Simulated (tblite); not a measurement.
# Ga13H16N13: the cost of one run

Programs: tblite 0.8.0 and PySCF 2.14.0, with routines of our own; each step states its level. All values are computed. Atoms count from 0.

### 1 The system as given

42 atoms, charge 0, multiplicity 1; geometry from: force field, distance geometry or constructed start.

### 2 Relaxing the molecule with GFN2-xTB

The job: settings as JSON, then the geometry in Å.

```
{"job": {"kind": "relax", "xc": "GFN2-xTB", "basis": "xTB"}, "charge": 0, "multiplicity": 1}
N      6.413500     0.862500    -0.001600
Ga     4.803200     1.791900    -0.006900
N      3.209500     0.862000     0.001000
Ga     3.203600    -0.981300    -0.006200
N      4.805400    -1.911900     0.003400
Ga     6.405300    -0.986200    -0.002600
N     -6.408500     0.866000    -0.003300
Ga    -8.007300     1.792000     0.001500
N     -9.610200     0.862200    -0.000400
Ga    -9.615700    -0.986500     0.001600
N     -8.012800    -1.911900    -0.002100
Ga    -6.411100    -0.987700    -0.000000
N     -0.003400     0.865000     0.005000
Ga    -1.599900     1.788700    -0.002700
N     -3.206500     0.869400     0.000200
Ga    -3.206200    -0.985100     0.006300
N     -1.601700    -1.908800     0.000900
Ga    -0.001100    -0.989100    -0.001000
Ga     1.601500     1.791100     0.002500
N      1.604900    -1.909800     0.002700
N      9.610600     0.868100     0.001500
Ga     8.009800     1.790800    -0.000200
N      8.014100    -1.906100     0.006600
Ga     9.608700    -0.990000    -0.001500
Ga    -4.805900     1.791900     0.000900
N     -4.812500    -1.911600     0.002500
H      4.807100     3.341600    -0.000700
H      4.805800    -2.950100     0.001200
H     -8.010100     3.339700    -0.002000
H    -10.512400     1.384700     0.003400
H    -10.951600    -1.760100    -0.001100
H     -8.012600    -2.949400     0.000200
H     -1.603100     3.339400    -0.001900
H     -1.600000    -2.952000     0.003700
H      1.603300     3.341100    -0.003300
H      1.602600    -2.948500    -0.002900
H     10.512700     1.384400    -0.004100
H      8.011600     3.341800    -0.002600
H      8.011800    -2.954600    -0.000100
H     10.950400    -1.757300     0.001200
H     -4.806500     3.337000     0.003800
H     -4.800500    -2.956300     0.003700
```

Launch:

```
> OMP_NUM_THREADS=2 python large_run.py task.json out
```

This one command runs all jobs of the session in turn.

**Question.** How long does this first job take on 2 threads of Intel Xeon Platinum 8488C, shared host, and how much memory does it need?

About 2.4 s, with a peak of 0.16 GiB.
